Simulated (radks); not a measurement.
**Au inside a hard spherical wall**

One table from this session's results is given with a row withheld; the runs are named, their logs left out.

The numbers are computed with radks (a radial shooting solver on a logarithmic mesh, Libxc functionals) version 1 (scalar-relativistic Kohn-Sham, PBE, spin-polarised, spherical densities, finite nucleus; open shells are filled with parallel spins first), except any that are marked as measured or tabulated.

## What is computed

```
element            : gold (Z = 79)
charge             : 0
electrons          : 79
configuration      : [Xe] 4f14 5d10 6s1
nuclear rms radius : 5.4371 fm
```

Outer shells as boxes (Hund's rule):

Au
```
[Xe] core
4f [↑↓][↑↓][↑↓][↑↓][↑↓][↑↓][↑↓]
5d [↑↓][↑↓][↑↓][↑↓][↑↓]
6s [↑ ]
```

Set-up of the first run:

Input:

```text
Z 79
configuration [Xe] 4f14 5d10 6s1 6p0 7s0 5f0
relativity scalar-relativistic
functional pbe,pbe
spin polarised
nucleus finite rms 5.4371 fm
c 137.035999084
```

Steps of the session up to this table: The free atom; Wall at 12 bohr; Wall at 8 bohr; Wall at 7 bohr; Wall at 6 bohr; Wall at 3.5 bohr; Wall at 2.5 bohr.

One of the session's tables, all rows but one given; the rest of the session is left out.

| R (bohr) | E − E(free) (eV) | ε(6s) (eV) | ε(6p, empty) (eV) | ε(7s, empty) (eV) | ε(5f, empty) (eV) |
| --- | --- | --- | --- | --- | --- |
| free | 0.000 | -6.076 | - | - | - |
| 12 | ? | ? | ? | ? | ? |
| 8 | 0.033 | -6.003 | -0.471 | 3.727 | 7.649 |
| 7 | 0.125 | -5.857 | 0.023 | 6.147 | 9.851 |
| 6 | 0.477 | -5.431 | 1.077 | 10.675 | 13.151 |
| 3.5 | 18.858 | 5.402 | 18.266 | 63.982 | 36.126 |
| 2.5 | 119.05 | 42.639 | 68.021 | 182.91 | 72.808 |

Estimate the missing values for R (bohr) = 12.

As computed: E − E(free) (eV): 0.000; ε(6s) (eV): -6.075; ε(6p, empty) (eV): -0.949; ε(7s, empty) (eV): 0.724; ε(5f, empty) (eV): 3.655.

Shells are not refilled when levels cross, and a hard wall is a model, not a crystal.
